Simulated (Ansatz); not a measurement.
Task: a rigid scan of one bond angle of ClH5NSi2, SMILES [SiH3][N][SiH2]Cl, with Ansatz 0.2.0 through its Python package. Give the script and its output. Settings (for the species named): PBE, cc-pVDZ basis, multiplicity 2, D4 dispersion.

```xyz
9

Si    0.1295    1.4330    0.0453
N     0.5563    0.0206    0.8697
Si   -0.0834   -1.3725    0.0085
Cl    0.5769   -3.0845    0.9885
H     0.6148    2.6414    0.7574
H     0.6447    1.5292   -1.3418
H    -1.3716    1.6049   -0.0123
H    -1.4977   -1.3644   -0.0260
H     0.5190   -1.4539   -1.3065
```

`bend.py`
```python
"""Bending curve of ClH5NSi2."""

import ansatz
from ase import Atoms


def main() -> None:
    atoms = Atoms(["Si", "N", "Si", "Cl", "H", "H", "H", "H", "H"], positions=[
        (0.1295, 1.433, 0.0453),
        (0.5563, 0.0206, 0.8697),
        (-0.0834, -1.3725, 0.0085),
        (0.5769, -3.0845, 0.9885),
        (0.6148, 2.6414, 0.7574),
        (0.6447, 1.5292, -1.3418),
        (-1.3716, 1.6049, -0.0123),
        (-1.4977, -1.3644, -0.026),
        (0.519, -1.4539, -1.3065),
    ])

    # start the scan from a relaxed geometry
    first = (
        ansatz.Crystal.molecule_from_ase(atoms).calculation()
        .basis(gaussian="cc-pVDZ")  # the orbital basis, by name
        .functional("PBE", dispersion="d4")
        .spin("collinear", total=1)
        .relax(force_tolerance=0.02, max_steps=80)  # relax until the tolerances are met
    )
    atoms.positions = first.run(threads=1, backend="cpu").report["positions_ang"]

    rows = []
    for angle in [85, 95, 105, 115, 125, 140, 160]:
        bent = atoms.copy()
        bent.set_angle(2, 1, 0, angle, indices=[0, 4, 5, 6])
        calc = (
            ansatz.Crystal.molecule_from_ase(bent).calculation()
            .basis(gaussian="cc-pVDZ")
            .functional("PBE", dispersion="d4")
            .spin("collinear", total=1)  # spin-polarised run
        )
        rows.append((angle, calc.run(threads=1, backend="cpu").report["free_energy_ev"]))
    floor = min(e for _, e in rows)
    for angle, e in rows:
        print(f"angle Si2-N1-Si0 = {angle:3d} deg   {1000 * (e - floor):9.1f} meV")


if __name__ == "__main__":
    main()
```

```console
$ python bend.py
angle Si2-N1-Si0 =  85 deg       999.9 meV
angle Si2-N1-Si0 =  95 deg       396.4 meV
angle Si2-N1-Si0 = 105 deg       144.0 meV
angle Si2-N1-Si0 = 115 deg        38.0 meV
angle Si2-N1-Si0 = 125 deg         0.0 meV
angle Si2-N1-Si0 = 140 deg         7.1 meV
angle Si2-N1-Si0 = 160 deg        57.3 meV
```

Notes:
- The scan is rigid, and the energies are electronic, in a modest basis. The zero is the lowest point of the grid, which needn't be the minimum.
- The species is open-shell (spin multiplicity 2).
- Run time: 2.4 min on 1 thread of Arm Neoverse V2, with other jobs on the host, peak memory 0.3 GiB.

(A comment or docstring line of the script was reworded after the run, the code is as it ran.)
